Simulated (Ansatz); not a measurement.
**Sc2Si2Pt3: a short molecular-dynamics run**

What does Sc2Si2Pt3 do over 60 steps of 0.5 fs under a Nosé-Hoover thermostat at 100 K? The cell is a distorted structure of 14 atoms, taken as it stands, without a relaxation.

Program: Ansatz 0.2.0. Level of theory: DFT PBEsol, plane waves, PAW, scalar-relativistic, no spin polarisation. These are calculated values, not measurements.

### 1 Starting point

The cell holds 14 atoms (Pt6Sc4Si4): a = 6.308 Å, b = 8.612 Å, c = 3.993 Å, α = 90.07°, β = 90.47°, γ = 89.87°.

Coordinates:

```
Sc Pt Si
1.0
     6.30803    0.00695   -0.02574
     0.00950    8.61189   -0.00491
    -0.01635   -0.00228    3.99253
Sc Pt Si
4 6 4
Direct
  0.39691 0.16564 0.99609
  0.61055 0.82888 0.00441
  0.88919 0.32860 0.01150
  0.10850 0.67029 0.01081
  0.18738 0.40972 0.50347
  0.80999 0.58443 0.49778
  0.68719 0.08160 0.49588
  0.30879 0.90923 0.49925
  0.99065 0.99791 0.98897
  0.49182 0.50309 0.00918
  0.06956 0.14754 0.50122
  0.92586 0.85322 0.49518
  0.56615 0.35628 0.48645
  0.42789 0.65832 0.48969
```

### 2 Dynamics

input.yaml reads:

```yaml
crystal:
  lattice:
    - [6.308031, 0.006949, -0.025742]
    - [0.009501, 8.611889, -0.004909]
    - [-0.01635, -0.002281, 3.99253]
  atoms:
    - { symbol: Sc, position: [0.396911, 0.165641, 0.99609] }
    - { symbol: Sc, position: [0.610546, 0.828879, 0.004415] }
    - { symbol: Sc, position: [0.88919, 0.328599, 0.011497] }
    - { symbol: Sc, position: [0.108498, 0.670291, 0.010805] }
    - { symbol: Pt, position: [0.18738, 0.409721, 0.503474] }
    - { symbol: Pt, position: [0.809994, 0.584429, 0.497781] }
    - { symbol: Pt, position: [0.687191, 0.081595, 0.49588] }
    - { symbol: Pt, position: [0.308789, 0.909226, 0.499252] }
    - { symbol: Pt, position: [0.990654, 0.997906, 0.988973] }
    - { symbol: Pt, position: [0.491824, 0.503088, 0.009182] }
    - { symbol: Si, position: [0.069562, 0.147537, 0.501221] }
    - { symbol: Si, position: [0.925863, 0.853224, 0.495185] }
    - { symbol: Si, position: [0.566149, 0.356277, 0.486451] }
    - { symbol: Si, position: [0.427885, 0.658319, 0.48969] }
kpoints:
  mp_grid: { grid: [3, 2, 4] }
magnetization:
  spin_polarized: false
scf:
  occupations: { method: gaussian, width: 0.1 }
hamiltonian:
  pseudopotentials: { kind: paw }
  xc: pbesol
basis:
  ecutwfc: 420
md:
  timestep: 0.5
  n_steps: 60
  ensemble: nvt_nose_hoover
  temperature: 100.0
  initial_velocities: maxwell_boltzmann
  seed: 841482
```

Command:

```console
$ ansatz run input.yaml --threads 2 --pin off --max-ram 2560MiB --backend cpu --events-out ev --progress --plain --runs-dir out
```

Before running it: what results should come out? Wanted: temperature, first and last step; temperature, second half; potential energy, second half; largest change of the conserved energy; mean square displacement, second half.

**Answer**, as computed:

| quantity | value |
| --- | --- |
| length | 60 steps of 0.5 fs |
| temperature, first and last step | 100 and 166 K |
| temperature, second half | mean 210 K, from 166 to 227 K |
| potential energy, second half | -14 meV/atom from the start |
| largest change of the conserved energy | 0.00 meV/atom |
| mean square displacement, second half | Si 0.008, Sc 0.003, Pt 0.001 Å² |

**Reading.** Against a set 100 K the second half averages 210 K, going from 210 to 166 K over that half; the potential energy of that half lies 14 meV/atom under the start, so the atoms have moved to lower-lying arrangements, and the energy set free heats the cell. The conserved energy strays from its start by at most 0.00 meV/atom, under 0.1 % of the mean kinetic energy, so a step of 0.5 fs is short enough over this time. The farthest move is 0.17 Å, against a mean nearest distance of 2.4 Å at the start: no atom has changed site so far. A run of 30 fs with 14 atoms shows the motion but fixes no equilibrium value.
